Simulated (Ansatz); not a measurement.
HfTeSe₄, space group P2/m, a scan of one input key

Computed with Ansatz's Python interface.

Interactive session:
```pycon
>>> import ansatz as az
>>> from ase import Atoms
>>> atoms = Atoms(
...     ["Hf", "Te", "Se", "Se", "Se", "Se"],
...     scaled_positions=[
...         [0.0, 0.5, 0.5],
...         [0.0, 0.0, 0.0],
...         [0.764742, 0.0, 0.656653],
...         [0.242407, 0.5, 0.81722],
...         [0.757593, 0.5, 0.18278],
...         [0.235258, 0.0, 0.343347],
...     ],
...     cell=[
...         [6.626862, 0.0, 0.0],
...         [0.0, 3.866784, 0.0],
...         [-0.04417, 0.0, 6.848596],
...     ],
...     pbc=True,
... )
>>> xtal = az.Crystal.from_ase(atoms)
>>> job = (
...     xtal.calculation()
...     .functional("PBEsol")
...     .basis(420)
...     .kpoints(4, 6, 4)
...     .occupations("fixed")
...     .band_table()
... )
>>> typed = job.input()
>>> rows = []
>>> for value in [2, 6, 12]:
...     edited = typed.set(az.key.scf.n_extra_bands, value)
...     r = az.Session.from_dict(edited).plan().execute().report
...     rows.append((value, r["free_energy_ev"], r["n_iterations"], len(r["eigenvalues_ev"][0]) if "eigenvalues_ev" in r else 0))
...
>>> for row in rows:
...     print("; ".join(f"{name} = {round(v, 4) if isinstance(v, float) else v}" for name, v in zip(["extra bands", "F eV", "iterations", "bands listed"], row)))
...
extra bands = 2; F eV = -44200.1519; iterations = 8; bands listed = 55
extra bands = 6; F eV = -44200.1519; iterations = 8; bands listed = 59
extra bands = 12; F eV = -44200.1519; iterations = 8; bands listed = 65
```

Notes:
- Total energies depend on the potentials; only differences at equal settings carry meaning. A total without «per atom» is that of the whole cell that was run.
- Spin-orbit coupling, which matters for elements this heavy, is left out.
- This cell is a computed structure, which may not be the phase found in nature.
- Hardware and time: 66 s on 1 thread of Intel(R) Xeon(R) Platinum 8259CL CPU @ 2.50GHz (Skylake/Cascade Lake), with other jobs on the host, peak memory 0.72 GiB.
